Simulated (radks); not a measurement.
# Fractional charge and spin in the 5d shell of mercury

An exercise on one series of results from a longer session: the logs are not shown, and one member is left open.

Method: scalar-relativistic Kohn-Sham, r2SCAN, spin-polarised, spherical densities, finite nucleus. Code: radks (a radial shooting solver on a logarithmic mesh, Libxc functionals) version 1.

## Starting point

- element: mercury (Z = 80)
- configuration: [Xe] 4f14 6s2 5d(up 5, down 5)
- nuclear rms radius: 5.4648 fm

A shell typed twice in an input gives spin up, then spin down.

The first run:

Input:

```text
Z 80
configuration [Xe] 4f14 6s2 5d5 5d5
relativity scalar-relativistic
functional r2scan,r2scan
spin polarised
nucleus finite rms 5.4648 fm
c 137.035999084
```

Steps of the session up to this table: 5d: up 5, down 5.

One table of the session follows, with a row left open; its other results are not shown here.

It belongs to the step «5d: up 5, down 5». From the orbitals of this run (lengths in bohr):

```
level     <r>  outermost maximum (interpolated)  90 % within  nodes
   4s  0.3992                             0.376        0.572      3
   4p  0.4251                             0.396        0.616      2
   4d  0.4488                             0.403        0.668      1
   5s  0.9050                             0.829         1.29      4
   4f  0.4826                             0.368        0.771      0
   5p   1.042                             0.928         1.51      3
   5d   1.494                              1.16         2.34      2
   6s       ?                                 ?            ?      ?
```

Estimate the missing values for 6s.

The run gave: <r>: 2.672; outermost maximum (interpolated): 2.21; 90 % within: 4.00; nodes: 5. In the column «<r>» it is the highest.
